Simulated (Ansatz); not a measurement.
# ClFH₅NO₂Si₂: up Jacob's ladder to CCSD(T)

One table from this session's results is given with a row withheld; the runs are named, their logs left out.

Program: Ansatz 0.2.0, Gaussian basis. Level of theory: functionals in def2-TZVPP, the program's frozen cores in correlated methods. These are calculated values, not measurements.

Plan: PBE-D4, r2SCAN-D4, PBE0-D4, B3LYP-D4, ωB97X-V, ωB97M-V, B2PLYP; CCSD(T)/def2-TZVPP; MP2/def2-QZVPP; extrapolation to the limit.

**The geometry**

All runs share one geometry, relaxed beforehand with PBE0-D4 in a triple-zeta def2 set.

SMILES `O[Si](O)(F)N[SiH2]Cl`, 12 atoms, charge 0, spin multiplicity 1.

Atoms are counted from 1 here; the program's logs count them from 0.

Bond lengths: O1–Si2 1.619 Å, O1–H8 0.959 Å, Si2–O3 1.628 Å, Si2–F4 1.591 Å, Si2–N5 1.705 Å, O3–H9 0.959 Å, N5–Si6 1.714 Å, N5–H10 1.011 Å, Si6–Cl7 2.068 Å, Si6–H11 1.479 Å, Si6–H12 1.475 Å. Angles: Si2–O1–H8 117.2°, O1–Si2–O3 106.5°, O1–Si2–F4 112.4°, O1–Si2–N5 109.3°, O3–Si2–F4 108.6°, O3–Si2–N5 116.0°, F4–Si2–N5 104.2°, Si2–O3–H9 117.9°, Si2–N5–Si6 128.2°, Si2–N5–H10 115.3°, Si6–N5–H10 115.0°, N5–Si6–Cl7 111.5°, N5–Si6–H11 108.2°, N5–Si6–H12 111.2°, Cl7–Si6–H11 107.0°, Cl7–Si6–H12 106.0°, H11–Si6–H12 112.9°.

The first run:

in.yaml

```yaml
crystal:
  periodic: [false, false, false]
  atoms:
    - {symbol: O, position_ang: [-0.760467, 0.070934, -2.386805]}
    - {symbol: Si, position_ang: [-0.315322, -0.506876, -0.941332]}
    - {symbol: O, position_ang: [0.738898, -1.713484, -1.229998]}
    - {symbol: F, position_ang: [-1.544545, -1.091828, -0.118260]}
    - {symbol: N, position_ang: [0.263043, 0.774511, 0.023072]}
    - {symbol: Si, position_ang: [0.031900, 1.023568, 1.703250]}
    - {symbol: Cl, position_ang: [1.019594, -0.406648, 2.824514]}
    - {symbol: H, position_ang: [-0.733396, -0.535456, -3.128614]}
    - {symbol: H, position_ang: [1.084657, -2.196925, -0.477716]}
    - {symbol: H, position_ang: [0.991296, 1.336291, -0.396515]}
    - {symbol: H, position_ang: [0.616785, 2.334005, 2.060492]}
    - {symbol: H, position_ang: [-1.392453, 0.911917, 2.067922]}
basis:
  gaussian: {orbitals: def2-TZVPP}
hamiltonian: {xc: pbe, dispersion: d4}
output: {forces: true, orbitals: {seedname: orbitals}}
```

Started as:

```console
$ ansatz run in.yaml --threads 2 --pin off --events-out ev --progress --plain --max-ram 22528MiB --backend cuda --devices 0, --max-vram 18GiB
```

Among the steps run: PBE-D4 (GGA); r2SCAN-D4 (meta-GGA); PBE0-D4 (hybrid); B3LYP-D4 (hybrid); ωB97X-V (range-separated); ωB97M-V (range-separated); B2PLYP (double hybrid); CCSD(T) in def2-TZVPP; MP2 in def2-QZVPP.

One table of the session follows, with a row left open; its other results are not shown here.

| method | atomisation energy (eV) |
| --- | --- |
| PBE-D4 | 48.729 |
| r2SCAN-D4 | 48.334 |
| PBE0-D4 | 47.757 |
| B3LYP-D4 | ? |
| ωB97X-V | 48.548 |
| ωB97M-V | 48.581 |
| B2PLYP | 47.687 |
| HF/def2-TZVPP | 34.542 |
| MP2/def2-TZVPP | 48.394 |
| CCSD/def2-TZVPP | 46.200 |
| CCSD(T)/def2-TZVPP | 46.958 |
| MP2/CBS | 50.074 |
| CCSD(T)/CBS | 48.639 |

**Question.** Estimate the row for B3LYP-D4.

As computed: atomisation energy (eV): 48.032. In the column «atomisation energy (eV)» it lies between PBE0-D4 (47.757) and r2SCAN-D4 (48.334).

Caveats from the session: Free atoms (2 O, 2 Si, 1 F, 1 N, 1 Cl, 5 H) were run apart at each level; the atomisation energy is their sum less the molecule, without zero-point or spin-orbit terms.
